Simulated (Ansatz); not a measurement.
# AlClFH2N: molecular dynamics

The plan is to follow the molecule's vibrations and see whether its bonds hold. The start is relaxed first. Runs: 500 steps of 0.5 fs at constant energy (fourth-order Milne integrator), with velocities drawn for 300 K.

Program: Ansatz 0.2.0. Level of theory: RKS PBE0/6-31G*. These are calculated values, not measurements.

## 1. Starting point

Bond lengths: Al1–N2 1.920 Å, N2–H3 1.060 Å, N2–H4 1.060 Å, Al1–F5 1.690 Å, Al1–Cl6 2.230 Å. Angles: Al1–N2–H3 120.0°, Al1–N2–H4 120.0°, H3–N2–H4 120.0°, N2–Al1–F5 120.0°, N2–Al1–Cl6 120.0°, F5–Al1–Cl6 120.0°.

As a file:

```xyz
6

Al    0.0000    0.0000    0.0000
N     0.0000    0.0000    1.9200
H    -0.8770   -0.2713    2.4500
H     0.8770    0.2713    2.4500
F     1.4635    0.0000   -0.8450
Cl   -1.9312    0.0000   -1.1150
```

## 2. Preparing the start

input.yaml

```yaml
crystal:
  periodic: [false, false, false]
  atoms:
    - { symbol: Al, position_ang: [0.0, 0.0, 0.0] }
    - { symbol: "N", position_ang: [0.0, 0.0, 1.92] }
    - { symbol: H, position_ang: [-0.877, -0.2713, 2.45] }
    - { symbol: H, position_ang: [0.877, 0.2713, 2.45] }
    - { symbol: F, position_ang: [1.4635, 0.0, -0.845] }
    - { symbol: Cl, position_ang: [-1.9312, 0.0, -1.115] }
basis:
  gaussian: { orbitals: "6-31G*" }
hamiltonian:
  xc: pbe0
relax:
  f_tol: 0.02
  max_steps: 40
```

Command:

```sh
$ ansatz run input.yaml --threads 1 --pin off --max-ram 2048MiB --backend cpu --events-out ev --progress --plain --runs-dir out
```

Further steps of the session: The run.

Before running it: what results should come out? Wanted: relaxation of the start; temperature, first and last step; temperature, second half; potential energy, second half; largest change of the total energy; bonds formed or broken.

The runs gave:

```
                          quantity                         value
           relaxation of the start       6 moves, 0.642 eV lower
                            length           500 steps of 0.5 fs
  temperature, first and last step                 300 and 184 K
          temperature, second half  mean 148 K, from 12 to 266 K
     potential energy, second half   +13 meV/atom from the start
largest change of the total energy                 0.01 meV/atom
            bonds formed or broken                             0
```

The temperature starts at 300 K and averages 148 K in the second half, where it ranges from 12 to 266 K; a mean near half the start is what vibrations about a minimum give, since they share energy equally between motion and strain. The total energy strays from its start by at most 0.01 meV/atom, under 0.1 % of the mean kinetic energy, which is good for a step of 0.5 fs. No bond forms or breaks. 250 fs on 6 atoms is far too short and small for converged averages. The nuclei move classically, without zero-point motion, which matters most for hydrogen.
